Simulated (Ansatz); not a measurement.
# Chromium, hcp under r²SCAN: structure, energy and stiffness

The plan for chromium in the hcp structure: relax it, solve it on a dense k-mesh, switch on spin-orbit coupling, then scale the cell to 7 volumes from 88 to 112 % of the relaxed one and try a fit of the equation of state. The start is ferromagnetic. The k-meshes are 14×14×8 for the relaxation; 24×24×12 for the dense run; 15×15×7 for spin-orbit coupling; 16×16×8 for the volumes.

This is Cr in the hcp structure; at room conditions it is bcc.

Method: DFT r2SCAN, plane waves (500 eV) with PAW, scalar-relativistic; PBE-made PAW files, in Ansatz 0.2.0.

**1. The system as given**

The structure is hexagonal, space group P6_3/mmc (No. 194). The conventional cell has a = 2.569 Å, b = 2.569 Å, c = 4.196 Å, α = 90.00°, β = 90.00°, γ = 120.00°. Around Cr (site symmetry -6m2) lie 12 Cr at 2.57 Å.

Coordinates:

```
Cr
1.0
     2.56926    0.00000    0.00000
    -1.28463    2.22504    0.00000
     0.00000    0.00000    4.19560
Cr
2
Direct
  0.33333 0.66667 0.25000
  0.66667 0.33333 0.75000
```

Starting moments (μB): +1.5 ×2.

**2. Geometry optimisation**

input.yaml

```yaml
crystal:
  lattice:
    - [2.569259227, 0.0, 0.0]
    - [-1.2846296135, 2.2250437595, 0.0]
    - [0.0, 0.0, 4.1956003177]
  atoms:
    - { symbol: Cr, position: [0.3333333333, 0.6666666667, 0.25], spin: 1.5 }
    - { symbol: Cr, position: [0.6666666667, 0.3333333333, 0.75], spin: 1.5 }
hamiltonian:
  xc: r2scan
  pseudopotentials:
    kind: paw
    azcp:
      Cr: "pseudopotentials/Cr.paw.azcp"
basis:
  ecutwfc: 500
  fft_grid_basis: typed
kpoints:
  mp_grid: { grid: [14, 14, 8], shift: [0, 0, 0] }
magnetization:
  spin_polarized: true
scf:
  occupations: { method: fermi_dirac, width: 0.05 }
relax:
  max_steps: 60
  f_tol: 0.01
  cell: {}
output:
  write_density: true
  write_potential: true
  elf: true
  volumetric_format: npy
```

The run is started by

```console
> ansatz run input.yaml --threads 1 --pin off --max-ram 3584MiB --backend cpu --events-out ev --progress --plain --runs-dir out
```

After this run come: Single point on a dense mesh; Spin-orbit coupling switched on; At 88 % of the relaxed volume; At 92 % of the relaxed volume; At 96 % of the relaxed volume; At 100 % of the relaxed volume; At 104 % of the relaxed volume; At 108 % of the relaxed volume; At 112 % of the relaxed volume.

**Question.** What will these runs give? Wanted: space group; conventional cell; volume; shortest distance; gap on the mesh; magnetic state; relative to bcc, antiferromagnetic; V₀, B₀, B₀′.

As calculated:

| quantity | value |
| --- | --- |
| space group (spins left aside) | P6_3/mmc (No. 194) |
| conventional cell | a = 2.457 Å, c = 4.472 Å (c/a = 1.820) |
| volume | 11.686 Å³/atom |
| shortest distance | 2.457 Å |
| gap on the mesh | none (levels filled in part) |
| magnetic state | non-magnetic |
| relative to bcc, antiferromagnetic | +732 meV/atom |
| V₀, B₀, B₀′ | 11.692 Å³/atom, 253 GPa, 4.0 |

The relaxation shrank the cell by 2.6 % in volume. It lies 732 meV/atom above the element's reference form at the same level (bcc, antiferromagnetic, from a run of its own); part of this is magnetic energy, as this run has no moments. The starting moments do not survive. Levels at the Fermi energy are filled in part, as in a metal. Totals with and without spin-orbit coupling (+1.0 eV/atom apart) can't be read as binding, since the two-component data shift the zero of energy. The fitted modulus is 253 GPa; letting shape and positions relax at each volume could only lower it. Relaxation kept the symmetry; phonons were not checked.
